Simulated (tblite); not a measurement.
# C4H6BCl2Si: the cost of one run

Computed with tblite 0.8.0 and PySCF 2.14.0, with density-fitted response routines of our own, on a single molecule in the gas phase. Atoms are numbered from 0 throughout.

**1. The molecule as given**

14 atoms, charge 0, multiplicity 2; geometry from: force field or distance geometry start.

Bonds of the start (Å): C0–C1 1.32, C1–Si2 1.86, Si2–C3 1.86, C3–C4 1.33, C4–B5 1.57, B5–Cl6 1.85, B5–Cl7 1.86, C0–H8 1.09, C0–H9 1.08, C1–H10 1.09, Si2–H11 1.46, Si2–H12 1.47, C3–H13 1.09.

**2. Optimising the geometry with GFN2-xTB**

What the job is given:

```
{"job": {"kind": "relax", "xc": "GFN2-xTB", "basis": "xTB"}, "charge": 0, "multiplicity": 2}
C     -2.220800     0.306300     0.198300
C     -1.181700     0.098400     0.978600
Si     0.057200    -1.239400     0.608600
C      0.767200    -0.960700    -1.092100
C      1.425100     0.119900    -1.500800
B      1.849600     1.417600    -0.718200
Cl     2.551400     2.821600    -1.693200
Cl     2.060500     1.482700     1.124500
H     -2.931100     1.092900     0.442100
H     -2.399300    -0.292600    -0.685800
H     -1.031600     0.704800     1.869800
H      1.108400    -1.262500     1.620400
H     -0.646000    -2.533100     0.634900
H      0.590500    -1.756300    -1.809100
```

Command:

```sh
OMP_NUM_THREADS=1 python probes_run.py task.json out
```

The driver reads the jobs from task.json and runs them one after another.

**Question.** How long does this first job take on 1 thread of Arm Neoverse V2, shared host?

About 1.1 s.
